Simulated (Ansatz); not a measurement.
# C3H8OSi, SMILES CC=CO[SiH3]: a geometry optimisation

Program: Ansatz 0.2.0, Python API.

Run as a notebook:

```python
import ansatz as az
import numpy as np
```

```python
config = {
    "basis": "def2-SVP",
    "functional": "PBE",
}

GEOMETRY = """
C    -2.27530   -0.93750   -0.04390
C    -1.14010   -0.21400   -0.65000
C    -0.02090    0.00040   -0.01020
O     1.14070    0.64310   -0.60440
Si    2.49340    0.88240    0.20100
H    -2.14810   -1.18680    0.97790
H    -2.54730   -1.78040   -0.63700
H    -3.14710   -0.20140   -0.07510
H    -1.22450    0.14640   -1.63560
H     0.16460   -0.31640    1.05280
H     2.22580    1.71530    1.44820
H     3.48110    1.59830   -0.64240
H     3.01800   -0.38400    0.63340
"""
```

```python
molecule = az.Crystal.molecule()
for line in GEOMETRY.strip().splitlines():
    symbol, *xyz = line.split()
    molecule = molecule.atom(symbol, [float(v) for v in xyz])

model = molecule.calculation()
model = model.basis(gaussian=config["basis"])
model = model.functional(config["functional"])
symbols = [site.symbol for site in molecule.cartesian_sites]
start = np.array([site.position_ang for site in molecule.cartesian_sites], dtype=float)
def progress(event):
    if event["event"] == "relax_step":
        row = event["data"]
        print(f"step {row['step']:3d}  E = {row['lagrangian_ev']:.6f} eV  max force {row['allowed_force_max_ev_ang']:.4f} eV/A")
```

```python
summary = model.relax(force_tolerance=0.02, max_steps=100).session().plan().execute(on_event=progress).report
end = np.array(summary["positions_ang"])
```

    step   1  E = -13148.260079 eV  max force 4.6987 eV/A
    step   2  E = -13148.705841 eV  max force 2.5704 eV/A
    step   3  E = -13148.620441 eV  max force 1.6022 eV/A
    step   4  E = -13148.830328 eV  max force 0.2031 eV/A
    step   5  E = -13148.833836 eV  max force 0.0834 eV/A
    step   6  E = -13148.835504 eV  max force 0.0596 eV/A
    step   7  E = -13148.835190 eV  max force 0.1103 eV/A
    step   8  E = -13148.835894 eV  max force 0.0184 eV/A

```python
for key in ("converged", "free_energy_ev", "reference_energy_ev", "n_frozen", "n_occupied", "n_virtual"):
    print(f"{key:22s} {summary[key]}")

print("bond        before    after (A)")
for i, j in [(0, 1), (0, 5), (0, 6), (0, 7), (1, 2), (1, 8), (2, 3), (2, 9), (3, 4), (4, 10), (4, 11), (4, 12)]:
    d0, d1 = (np.linalg.norm(xyz[i] - xyz[j]) for xyz in (start, end))
    print(f"{symbols[i]}{i}-{symbols[j]}{j}".ljust(10), f"{d0:8.4f} {d1:8.4f}")
for i, j, k in [(1, 0, 5), (1, 0, 6), (1, 0, 7), (5, 0, 6), (5, 0, 7), (6, 0, 7), (0, 1, 2), (0, 1, 8)]:
    u, v = end[i] - end[j], end[k] - end[j]
    print(f"angle {symbols[i]}{i}-{symbols[j]}{j}-{symbols[k]}{k}: {np.degrees(np.arccos(np.clip(u @ v / np.linalg.norm(u) / np.linalg.norm(v), -1, 1))):.2f} deg")
```

    converged              True
    free_energy_ev         -13148.835933947536
    reference_energy_ev    -13148.835933947536
    n_frozen               0
    n_occupied             [24, 24]
    n_virtual              [90, 90]
    bond        before    after (A)
    C0-C1        1.4763   1.4989
    C0-H5        1.0594   1.1090
    C0-H6        1.0659   1.1121
    C0-H7        1.1414   1.1122
    C1-C2        1.3069   1.3470
    C1-H8        1.0528   1.1039
    C2-O3        1.4545   1.3686
    C2-H9        1.1246   1.1093
    O3-Si4       1.5924   1.6923
    Si4-H10      1.5234   1.5062
    Si4-H11      1.4830   1.4959
    Si4-H12      1.4373   1.5061
    angle C1-C0-H5: 111.84 deg
    angle C1-C0-H6: 111.73 deg
    angle C1-C0-H7: 111.71 deg
    angle H5-C0-H6: 107.56 deg
    angle H5-C0-H7: 107.54 deg
    angle H6-C0-H7: 106.17 deg
    angle C0-C1-C2: 124.05 deg
    angle C0-C1-H8: 118.59 deg

```python
charges = summary["charge_distribution"]
dipole = np.array(charges["dipole_moment_e_ang"]) * 4.803205
print("dipole (D): {:.3f} {:.3f} {:.3f}, length {:.3f}".format(*dipole, np.linalg.norm(dipole)))
print("atom  Mulliken   Lowdin")
for symbol, m, l in zip(symbols, charges["mulliken_charges_e"], charges["lowdin_charges_e"]):
    print(f"{symbol:4s} {m:9.3f} {l:8.3f}")
with open("c3h8osi_opt.xyz", "w") as handle:
    handle.write(f"{len(symbols)}\nrelaxed C3H8OSi\n")
    handle.writelines(f"{s:2s} {x:11.6f} {y:11.6f} {z:11.6f}\n" for s, (x, y, z) in zip(symbols, end))
```

    dipole (D): 0.157 -0.233 0.814, length 0.861
    atom  Mulliken   Lowdin
    C       -0.006    0.025
    C       -0.118   -0.110
    C        0.121   -0.070
    O       -0.373    0.045
    Si       0.460    0.298
    H        0.023    0.009
    H        0.040    0.012
    H        0.040    0.012
    H        0.014    0.019
    H        0.003    0.005
    H       -0.071   -0.086
    H       -0.061   -0.075
    H       -0.071   -0.087

File `c3h8osi_opt.xyz` afterwards:
```text
13
relaxed C3H8OSi
C    -2.342512   -0.894461   -0.076012
C    -1.138806   -0.214381   -0.655069
C     0.007690   -0.006010    0.020621
O     1.087028    0.621365   -0.540096
Si    2.553919    0.906582    0.254048
H    -2.172517   -1.211532    0.973054
H    -2.624279   -1.799013   -0.658386
H    -3.234417   -0.230091   -0.084949
H    -1.184741    0.142503   -1.698692
H     0.120919   -0.339284    1.072632
H     2.340663    1.756985    1.478764
H     3.410125    1.622707   -0.741871
H     3.197228   -0.389969    0.670657
```

Caveats:
- Total energies depend on the basis set; only differences at equal settings carry meaning.
- The end point is the stationary point reached from this start; no frequency run checks that it is a minimum, and the basis set is modest.
- The Löwdin charges here are taken after orthogonalising the functions within each atom; they differ from plain Löwdin charges, and their signs can be unphysical.
- Hardware and time: 38 s on 1 thread of Arm Neoverse V1, on a shared host, peak memory 0.22 GiB.

(Lines on the test bed's own set-up are left out of the output.)
